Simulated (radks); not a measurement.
# Hg⁴⁵⁺ in [Ar] 3d10 4s2 4p5: an all-electron calculation

One table from this session's results is given with a row withheld; the runs are named, their logs left out.

Method: scalar-relativistic Kohn-Sham, SCAN, spin-polarised, spherical densities, finite nucleus; open shells are filled with parallel spins first. Code: radks (a radial shooting solver on a logarithmic mesh, Libxc functionals) version 1.

### What is computed

- element: mercury (Z = 80)
- charge: +45
- electrons: 35
- configuration: [Ar] 3d10 4s2 4p5
- nuclear rms radius: 5.4648 fm

Outer shells as boxes (Hund's rule):

Hg⁴⁵⁺
```
[Ar] core
3d [↑↓][↑↓][↑↓][↑↓][↑↓]
4s [↑↓]
4p [↑↓][↑↓][↑ ]
```

The first run:

Settings of this run:

```text
Z 80
configuration [Ar] 3d10 4s2 4p5
relativity scalar-relativistic
functional scan,scan
spin polarised
nucleus finite rms 5.4648 fm
c 137.035999084
```

Run with:

```console
python run_ks.py task.json out
```

All runs below come from this command, one after another.

Steps of the session up to this table: Self-consistent calculation.

One table of the session follows, with a row left open; its other results are not shown here.

It belongs to the step «Radial structure». Radial moments (bohr):

| level | <r> | outermost maximum (interpolated) | 90 % within | nodes |
| --- | --- | --- | --- | --- |
| 1s up | 0.01659 | 0.0102 | 0.0304 | 0 |
| 1s down | 0.01659 | 0.0102 | 0.0304 | 0 |
| 2s up | 0.06984 | 0.0591 | 0.109 | 1 |
| 2s down | 0.06983 | 0.0591 | 0.109 | 1 |
| 2p up | 0.06320 | 0.0490 | 0.103 | 0 |
| 2p down | 0.06320 | 0.0490 | 0.103 | 0 |
| 3s up | 0.1781 | 0.165 | 0.261 | 2 |
| 3s down | 0.1781 | 0.165 | 0.260 | 2 |
| 3p up | 0.1788 | 0.165 | 0.267 | 1 |
| 3p down | 0.1788 | 0.165 | 0.267 | 1 |
| 3d up | 0.1614 | 0.134 | 0.249 | 0 |
| 3d down | 0.1614 | 0.134 | 0.249 | 0 |
| 4s up | 0.3584 | 0.353 | 0.506 | 3 |
| 4s down | 0.3584 | 0.353 | 0.506 | 3 |
| 4p up | 0.3694 | 0.364 | 0.526 | 2 |
| 4p down | ? | ? | ? | ? |

Estimate the missing values for 4p down.

**Answer.** <r>: 0.3695; outermost maximum (interpolated): 0.364; 90 % within: 0.526; nodes: 2. In the column «<r>» it is the highest.

Limits of these values: Open shells are spherical and high-spin; term and fine-structure splittings are not resolved.
